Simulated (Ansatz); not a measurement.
# GeH4NO: the cost of one run

All numbers below are computed with Ansatz 0.2.0 (RHF/def2-SVPD).

## 1. The structure to begin with

Bond lengths: N1–Ge2 1.889 Å, Ge2–O3 1.615 Å, N1–H4 1.013 Å, N1–H5 1.012 Å, Ge2–H6 1.564 Å, Ge2–H7 1.598 Å. Angles: N1–Ge2–O3 115.0°, N1–Ge2–H6 100.4°, N1–Ge2–H7 104.2°, O3–Ge2–H6 118.3°, O3–Ge2–H7 116.4°, H6–Ge2–H7 99.9°, Ge2–N1–H4 110.2°, Ge2–N1–H5 112.2°, H4–N1–H5 106.5°.

As a file:

```xyz
7

N    -1.0953    0.2128   -0.3828
Ge    0.5491   -0.2478    0.4243
O     0.8116   -1.8328    0.5843
H    -1.3265   -0.4536   -1.1094
H    -1.0631    1.1218   -0.8259
H     0.4848    0.6276    1.7183
H     1.6394    0.5719   -0.4088
```

## 2. Relaxing end A

Input file input.yaml:

```yaml
crystal:
  periodic: [false, false, false]
  atoms:
    - { symbol: "N", position_ang: [-1.09525, 0.21283, -0.38277] }
    - { symbol: Ge, position_ang: [0.54911, -0.24783, 0.42428] }
    - { symbol: O, position_ang: [0.81157, -1.83284, 0.58428] }
    - { symbol: H, position_ang: [-1.32651, -0.45357, -1.10936] }
    - { symbol: H, position_ang: [-1.06308, 1.12184, -0.82595] }
    - { symbol: H, position_ang: [0.48479, 0.62762, 1.71832] }
    - { symbol: H, position_ang: [1.63936, 0.57195, -0.4088] }
total_charge: -1
basis:
  gaussian: { orbitals: def2-SVPD }
hamiltonian:
  xc: hf
relax:
  f_tol: 0.015
  max_steps: 40
output:
  orbitals: {}
```

On the command line:

```bash
> ansatz run input.yaml --threads 2 --pin off --max-ram 3072MiB --backend cpu --events-out ev --progress --plain --runs-dir out
```

**Question.** How long does this run take on 2 threads of Intel Xeon Platinum 8259CL at 2.50GHz (Skylake/Cascade Lake), shared host, and how much memory does it need?

About 76 s, with a peak of 0.27 GiB.
